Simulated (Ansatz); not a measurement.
Runs of Ansatz 0.2.0 on WAu. It takes space group F-43m (No. 216, cubic). Conventional cell: a = 5.496 Å, b = 5.496 Å, c = 5.496 Å, α = 90.00°, β = 90.00°, γ = 90.00°. Around W (site symmetry -43m) lie 4 Au at 2.38 Å. Around Au (site symmetry -43m) lie 4 W at 2.38 Å. The cell was built by a generator and needn't be a form met in nature.

```tsv
task	level	spin	cell	k mesh	cutoff (eV)	points for each segment of the path	gap on the mesh (eV)	pressure (GPa)	relaxed volume (Å³/atom)
relaxation of cell and atoms	BLYP	off	relaxed	8 × 8 × 8	420	-	none	0.0	25.83
band structure	r2SCAN	off	as given	8 × 8 × 8	500	14	none	29.1	-
relaxation of cell and atoms	revPBE+D3(BJ)	off	relaxed	8 × 8 × 8	420	-	none	0.0	(a)
band structure	revPBE	off	as given	8 × 8 × 8	420	14	none	34.8	-
band structure	r2SCAN	SOC, no magnetisation	as given	6 × 6 × 6	500	14	none	28.5	-
band structure	PBEsol	SOC, no magnetisation	as given	6 × 6 × 6	420	14	none	25.5	-
band structure	BLYP	off	as given	8 × 8 × 8	420	14	none	40.7	-
relaxation of cell and atoms	revPBE	off	relaxed	8 × 8 × 8	420	-	none	0.0	24.95
band structure	RPBE	off	as given	8 × 8 × 8	420	14	none	35.6	-
relaxation of cell and atoms	RPBE	off	relaxed	8 × 8 × 8	420	-	none	0.0	(b)
relaxation of cell and atoms	revPBE+D4	off	relaxed	8 × 8 × 8	420	-	none	0.0	23.89
```

Alike in all rows: potentials or basis Ansatz PAW; smearing fermi-dirac 0.05 eV.

Fill in the values left out.

(a) 23.68; (b) 25.09.

Caveats: the PAW data sets come from PBE, with cores solved anew for the run's functional, which leaves a small shift of forces and pressure; the plane-wave basis is chosen anew once the cell has moved, so the energies of steps on either side of that aren't comparable (some runs); a pressure of tens of GPa on the cell as given is suspect, and the run, the potentials or the cell itself is likely at fault (some runs); the volume moved by over 15 % at a fixed basis, so the end points are rough (some runs); spin-orbit coupling is left out, which moves the levels of the heavy elements (some runs); pairwise dispersion overbinds metals, which lowers pressure and volume (some runs); so large a pressure means that the cell lies far from this level's equilibrium, or that cutoff or potentials fall short (some runs).

A k mesh can miss the band edges, and rows without SOC leave out spin-orbit coupling on Au, W.

A gap of «none» marks a metal or a gap under the smearing width.

Runs at the PBE level aren't shown here.
